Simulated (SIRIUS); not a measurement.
A run of SIRIUS 7.12.0 is set up as follows.

File sirius.json:

```json
{
  "control": {
    "processing_unit": "cpu",
    "verbosity": 2,
    "num_bands_to_print": 80,
    "print_forces": true,
    "print_stress": true
  },
  "parameters": {
    "electronic_structure_method": "pseudopotential",
    "xc_functionals": ["XC_GGA_X_PBE", "XC_GGA_C_PBE"],
    "gk_cutoff": 9.3,
    "pw_cutoff": 18.6,
    "ngridk": [6, 6, 3],
    "shiftk": [0, 0, 0],
    "smearing": "fermi_dirac",
    "smearing_width": 0.0018374661,
    "num_bands": 80,
    "num_mag_dims": 0,
    "num_dft_iter": 100,
    "energy_tol": 1e-08,
    "density_tol": 1e-06
  },
  "iterative_solver": {
    "type": "davidson",
    "min_tolerance": 1e-10
  },
  "mixer": {
    "type": "anderson",
    "beta": 0.7,
    "max_history": 8
  },
  "settings": {
    "tol_ne": 1e-10,
    "pseudo_grid_cutoff": 6.5
  },
  "unit_cell": {
    "lattice_vectors": [
      [10.882913854459, 0.0, 0.0],
      [-5.441447478599, 9.424876765742, 0.0],
      [0.0, 0.0, 16.110803383713]
    ],
    "atom_coordinate_units": "lattice",
    "atom_types": ["Hf", "Pd", "Se", "Br", "O"],
    "atom_files": {
      "Pd": "Pd.json",
      "Br": "Br.json",
      "O": "O.json",
      "Hf": "Hf.json",
      "Se": "Se.json"
    },
    "atoms": {
      "Hf": [
        [0.331562, 0.670098, 0.537817],
        [0.659364, 0.328396, 0.539205]
      ],
      "Pd": [
        [0.328927, 0.657599, 0.126554],
        [0.665688, 0.330727, 0.129814]
      ],
      "Se": [
        [0.330813, 0.656991, 0.857558],
        [0.675567, 0.334548, 0.852665]
      ],
      "Br": [
        [-0.003566, -0.001589, 0.140043],
        [0.000341, -0.00911, 0.652872]
      ],
      "O": [
        [0.499061, 0.005821, 0.435357],
        [0.0007, 0.504498, 0.426263],
        [0.501321, 0.506486, 0.42867]
      ]
    }
  }
}
```

Potentials or basis: PseudoDojo 0.4.1 PBE standard (scalar relativistic).

Run with:

```console
$ upf_to_json Pd.upf
$ upf_to_json Br.upf
$ upf_to_json O.upf
$ upf_to_json Hf.upf
$ upf_to_json Se.upf
$ OMP_NUM_THREADS=4 sirius.scf --input=sirius.json --output=out.json --task=0
```

(1) What does it give for the pressure?

(2) Estimate the largest force.

(3) Estimate the band gap on the k mesh.

## Answers

(1) 0.5 GPa.

(2) 2.379 eV/Å.

(3) none (metal or under the smearing width).

Caveat: this set's palladium file may shift the pressure by some GPa.
